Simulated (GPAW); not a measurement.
# Ta3AsAu2O13 in GPAW: the effect of functional

The system is Ta3AsAu2O13.

```
Ta As Au O
1.0
     5.24237    3.02668    4.14273
    -5.24237    3.02668    4.14273
     0.00000   -6.05337    4.14273
Ta As Au O
3 1 2 13
Direct
  0.23108 0.57229 0.23108
  0.23108 0.23108 0.57229
  0.57229 0.23108 0.23108
  0.55878 0.55878 0.55878
  0.96559 0.96559 0.96559
  0.75105 0.75105 0.75105
  0.40884 0.66762 0.40884
  0.40884 0.40884 0.66762
  0.66762 0.40884 0.40884
  0.49726 0.01313 0.36024
  0.36024 0.49726 0.01313
  0.01313 0.36024 0.49726
  0.36024 0.01313 0.49726
  0.01313 0.49726 0.36024
  0.49726 0.36024 0.01313
  0.10963 0.74806 0.10963
  0.10963 0.10963 0.74806
  0.74806 0.10963 0.10963
  0.30840 0.30840 0.30840
```

The cell was built by a generator and needn't be a form met in nature.

Alike in all runs:

- Program: GPAW 26.7.0
- Task: band structure
- Cutoff: 800 eV
- Basis: pw
- k mesh: 3 × 3 × 3
- Occupations: fermi-dirac, width 0.05 eV
- Spin: no spin polarisation

```csv
functional,potentials or basis,gap on the mesh (eV),pressure (GPa),largest force (eV/Å)
RPBE,the program's PAW data sets (release 1.2.1) made for this functional,1.15,3.3,0.34
BLYP,PAW data sets generated in the run's folder for this functional,1.13,2.3,0.52
LDA,the program's PAW data sets (release 1.2.1) made for this functional,1.01,-5.8,0.73
r2SCAN,GPAW PAW data sets (gpaw-data 1.2.1),?,?,?
```

Q: What does the run with functional r2SCAN give?

A: gap on the mesh 1.46 eV; pressure -2.4 GPa; largest force 0.50 eV/Å.

Caveats: with this Au data set, volumes or pressures lay over 1.5 % or 2 GPa off other programs in two to four cells of ten; spin-orbit coupling is left out, which moves the levels of the heavy elements; the PAW data sets were made with another functional, which shifts forces and pressure a little (some runs).

A k mesh can miss the band edges.

Runs at the PBE level aren't shown here.
